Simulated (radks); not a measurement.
# Gd⁴⁺ in [Kr] 4d10 4f6 5s2 5p4 6s2: an all-electron calculation

Wanted: eigenvalues, radial structure and energy terms of the gadolinium ion Gd4+.

The numbers are computed with radks (a radial shooting solver on a logarithmic mesh, Libxc functionals) version 1 (Dirac Kohn-Sham, B86b exchange with PBE correlation, spin-unpolarised, spherical densities, finite nucleus; open shells fill j = l - 1/2 first), except any that are marked as measured or tabulated.

## 1. What is computed

```
element            : gadolinium (Z = 64)
charge             : +4
electrons          : 60
configuration      : [Kr] 4d10 4f6 5s2 5p4 6s2
nuclear rms radius : 5.1569 fm
```

## 2. The run

The run's settings:

```text
Z 64
configuration [Kr] 4d10 4f6 5s2 5p4 6s2
relativity Dirac
functional b86_mgc,pbe
spin unpolarised
j_filling energy
nucleus finite rms 5.1569 fm
c 137.035999084
```

Launch:

```
$ python run_ks.py task.json out
```

This one command runs every case of the session in turn.

Q: Predict the outcome of this run.

As calculated:

| quantity | value |
| --- | --- |
| total energy | -11274.6783 hartree |
| exchange-correlation share of it | 2.21 % |
| −T/E | 1.0904 |
| highest occupied level | 6s1/2, -36.335 eV |
| most extended occupied level | 6s1/2, <r> = 2.72 bohr |
| radius at density 0.001 e/bohr³ | 4.12 bohr |
| maxima of the radial density | 4 |

What this shows: The radial density shows 4 maxima for 6 occupied principal shells; where shells overlap, one shows as a shoulder or not at all. −T/E is 1.090: with relativity the kinetic term as defined here no longer equals −E. This is not the tabulated ground configuration, so its levels and sizes aren't those of the ground state, and no measured value stands beside it.
